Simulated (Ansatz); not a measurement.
# CHFGa (quartet): from Hartree-Fock to the top rungs at a displaced geometry (v2), cc-pVDZ

An exercise on one series of results from a longer session: the logs are not shown, and one member is left open.

Program: Ansatz 0.2.0, Gaussian basis. Level of theory: cc-pVDZ, core rule «outside noble gas», up to 16 orbitals frozen. These are calculated values, not measurements.

The runs, in order: UHF; CCSD(T) on ROHF; CCSD(T) on UHF; BCCD(T) on ROHF; CISD; CCSDT(Q) on ROHF; CCSDT(Q) on UHF.

24 further runs of the same task are left out: 2 for a mislabelled method, 10 that didn't finish, 12 set aside as unsound or not needed.

## The system

The geometry is a PBE0/def2-TZVP stationary point (not a proven minimum) with its atoms shifted at random (size 0.100 Å). No spin-orbit coupling is included. The filled d shell of Ga may be among the frozen orbitals whatever the setting's name suggests; the logs give the count.

4 atoms, charge 0, spin multiplicity 4.

Atoms are counted from 1 here; the program's logs count them from 0.

Bond lengths: F1–C2 1.334 Å, C2–Ga3 1.980 Å, C2–H4 1.023 Å. Angles: F1–C2–Ga3 120.0°, F1–C2–H4 109.4°, Ga3–C2–H4 127.4°.

Set-up of the first run:

in.yaml

```yaml
crystal:
  periodic: [false, false, false]
  atoms:
    - {symbol: F, position_ang: [0.079996, -0.320382, 2.089998]}
    - {symbol: C, position_ang: [-0.084879, 0.563932, 1.105310]}
    - {symbol: Ga, position_ang: [-0.008258, -0.031643, -0.781081]}
    - {symbol: H, position_ang: [0.074850, 1.507827, 1.465536]}
basis:
  gaussian: {orbitals: cc-pVDZ}
magnetization: {spin_polarized: true, initial_magnetization: 3}
hamiltonian: {xc: hf}
output: {orbitals: {seedname: orbitals}}
```

Started as:

```console
$ ansatz run in.yaml --threads 1 --pin off --events-out ev --progress --plain --max-ram 2393MiB
```

Among the steps run: UHF; CCSD(T) on ROHF; CCSD(T) on UHF; BCCD(T) on ROHF; CISD; CCSDT(Q) on ROHF; CCSDT(Q) on UHF.

One table of the session follows, with a row left open; its other results are not shown here.

| method | from RCCSDT(Q) (kJ/mol) |
| --- | --- |
| ROHF | +953.0 |
| UHF | +935.5 |
| RMP2 | +90.0 |
| UMP2 | +91.0 |
| RCCSD | +28.7 |
| UCCSD | +26.5 |
| RCCSD(T) | +4.7 |
| UCCSD(T) | ? |
| BCCD(T) | +4.6 |
| RCCSDT | +1.9 |
| UCCSDT | +0.1 |
| RCCSDT(Q) | 0 |
| UCCSDT(Q) | -2.0 |

**Question.** Estimate the row for UCCSD(T).

The run gave: from RCCSDT(Q) (kJ/mol): +3.2. In the column «from RCCSDT(Q) (kJ/mol)» it lies between RCCSDT (+1.9) and BCCD(T) (+4.6).

Not comparable, so not listed: CISD (they don't share determinant, frozen orbitals or solution with the rows shown, or repeat one).

To keep in mind: Restricted and unrestricted rows rest on different reference determinants; where their highest levels disagree by more than a few hundredths of an eV, they describe different states and don't form one ladder.
